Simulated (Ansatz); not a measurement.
# PtWS3: the cost of one run

Program: Ansatz 0.2.0. Level of theory: DFT PBE, scalar-relativistic, plane waves, PAW. These are calculated values, not measurements.

1 further run of the same task is left out (it didn't finish).

### 1 The system as given

The structure is cubic, space group Pm-3m (No. 221). The conventional cell has a = 4.445 Å, b = 4.445 Å, c = 4.445 Å, α = 90.00°, β = 90.00°, γ = 90.00°. Pt (site symmetry m-3m) is surrounded by 12 S at 3.14 Å. Around W (site symmetry m-3m) lie 6 S at 2.22 Å. Around S (site symmetry 4/mmm) lie 2 W at 2.22 Å and 4 Pt at 3.14 Å.

Structure file:

```cif
data_structure
_symmetry_space_group_name_H-M 'Pm-3m'
_symmetry_Int_Tables_number 221
_cell_length_a 4.4447
_cell_length_b 4.4447
_cell_length_c 4.4447
_cell_angle_alpha 90.000
_cell_angle_beta 90.000
_cell_angle_gamma 90.000
_cell_volume 87.81
loop_
_atom_site_label
_atom_site_type_symbol
_atom_site_symmetry_multiplicity
_atom_site_Wyckoff_symbol
_atom_site_fract_x
_atom_site_fract_y
_atom_site_fract_z
_atom_site_occupancy
Pt1 Pt 1 a 0.00000 0.00000 0.00000 1
W1 W 1 b 0.50000 0.50000 0.50000 1
S1 S 3 c 0.00000 0.50000 0.50000 1
```

A structure generator made this guess: species swapped into a database cell of RbPdCl3 (Pm-3m, No. 221), with Pt on the Rb sites, W on the Pd sites and S on the Cl sites. The dimensions are guesses.

### 2 Probe: one point on a coarse mesh

input.yaml reads:

```yaml
crystal:
  lattice:
    - [4.44473392, 0.0, 0.0]
    - [0.0, 4.44473392, 0.0]
    - [0.0, 0.0, 4.44473392]
  atoms:
    - { symbol: Pt, position: [0.0, 0.0, 0.0] }
    - { symbol: W, position: [0.5, 0.5, 0.5] }
    - { symbol: S, position: [0.0, 0.5, 0.5] }
    - { symbol: S, position: [0.5, 0.0, 0.5] }
    - { symbol: S, position: [0.5, 0.5, 0.0] }
basis:
  ecutwfc: 420
kpoints:
  mp_grid: { grid: [4, 4, 4] }
hamiltonian:
  xc: pbe
scf:
  occupations: { method: gaussian, width: 0.1 }
  lower_state_search: "off"
output:
  forces: true
  stress: true
  eigenvalues: true
```

Launch:

```sh
ansatz run input.yaml --threads 1 --pin off --max-ram 2048MiB --backend cpu --events-out ev --progress --plain --runs-dir out
```

Q: Estimate wall time and peak memory on 1 thread of Arm Neoverse V2, shared host.

About 1.5 s, with a peak of 0.33 GiB.
